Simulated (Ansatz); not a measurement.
A first try at a polarisability from point charges of ClFH₂SeSi, SMILES F[SiH](Cl)[SeH], using Ansatz 0.2.0 through its Python package.

`clfh2sesi.xyz`
```text
6

F     0.68240   -1.78440    1.06780
Si    0.35280   -0.41810    0.04870
Cl   -0.39470   -1.08070   -1.81440
Se   -1.11230    0.97170    1.00810
H     1.61520    0.31470   -0.16710
H    -1.10130    1.93290   -0.18930
```

Notebook, run cell by cell (the value of a cell's last expression is shown):

**Cell 1**
```python
import ansatz
import numpy as np
```

**Cell 2**
```python
clfh2sesi = ansatz.Crystal.molecule_from_extxyz("clfh2sesi.xyz")

calc = (
    clfh2sesi
    .basis(gaussian="def2-SVPD")
    .functional("pbe")
    .forces()
)
# charges +q and -q at -R and +R make a nearly even field 2 k q / R^2 at the centre
centre = np.mean([site.position_ang for site in clfh2sesi.cartesian_sites], axis=0)
field = 2 * 14.399645 * 2.0 / 40.0 ** 2


def dipole(axis, sign):
    arm = 40.0 * np.eye(3)[axis]
    pair = [{"charge": sign * 2.0, "position_ang": (centre - arm).tolist()}, {"charge": -sign * 2.0, "position_ang": (centre + arm).tolist()}]
    deck = calc.input().set(ansatz.key.basis.gaussian.point_charges, pair)
    return np.array(ansatz.Session.from_dict(deck).plan().execute().report["charge_distribution"]["dipole_moment_e_ang"])
```
Output:
```text
Traceback (most recent call last):
  File "<cell 2>", line 5, in <module>
    .basis(gaussian="def2-SVPD")
     ^^^^^
AttributeError: 'Crystal' object has no attribute 'basis'
```

What is wrong, and how is it mended?

The fault: settings are called on the crystal, without .calculation(). The correction:

```diff
--- before
+++ after
@@
 calc = (
-    clfh2sesi
+    clfh2sesi.calculation()
     .basis(gaussian="def2-SVPD")
```

Run as a notebook:

(earlier cells as before)

In [2]:
```python
clfh2sesi = ansatz.Crystal.molecule_from_extxyz("clfh2sesi.xyz")

calc = (
    clfh2sesi.calculation()
    .basis(gaussian="def2-SVPD")
    .functional("pbe")
    .forces()
)
# charges +q and -q at -R and +R make a nearly even field 2 k q / R^2 at the centre
centre = np.mean([site.position_ang for site in clfh2sesi.cartesian_sites], axis=0)
field = 2 * 14.399645 * 2.0 / 40.0 ** 2


def dipole(axis, sign):
    arm = 40.0 * np.eye(3)[axis]
    pair = [{"charge": sign * 2.0, "position_ang": (centre - arm).tolist()}, {"charge": -sign * 2.0, "position_ang": (centre + arm).tolist()}]
    deck = calc.input().set(ansatz.key.basis.gaussian.point_charges, pair)
    return np.array(ansatz.Session.from_dict(deck).plan().execute().report["charge_distribution"]["dipole_moment_e_ang"])
```

In [3]:
```python
print(f"field {field:.4f} V/A")
alpha = np.array([(dipole(axis, 1) - dipole(axis, -1)) / (2 * field) * 14.399645 for axis in range(3)])
print("polarisability tensor (A^3)")
print(np.array2string(alpha, precision=3, suppress_small=True))
print(f"mean {np.trace(alpha) / 3:.3f} A^3 = {np.trace(alpha) / 3 / 0.14818471:.2f} bohr^3")
```
```text
field 0.0360 V/A
polarisability tensor (A^3)
[[10.028 -1.029 -0.255]
 [-1.032 10.787  1.495]
 [-0.251  1.506 11.27 ]]
mean 10.695 A^3 = 72.17 bohr^3
```

The geometry is a force-field or estimated start, not a minimum of this method, and the basis set is short of its limit. The field of two point charges is only nearly even. It ran for 29 s on 1 thread of Arm Neoverse V1, on a shared host, peak memory 0.25 GiB.

(Lines on the test bed's own set-up are left out of the output.)
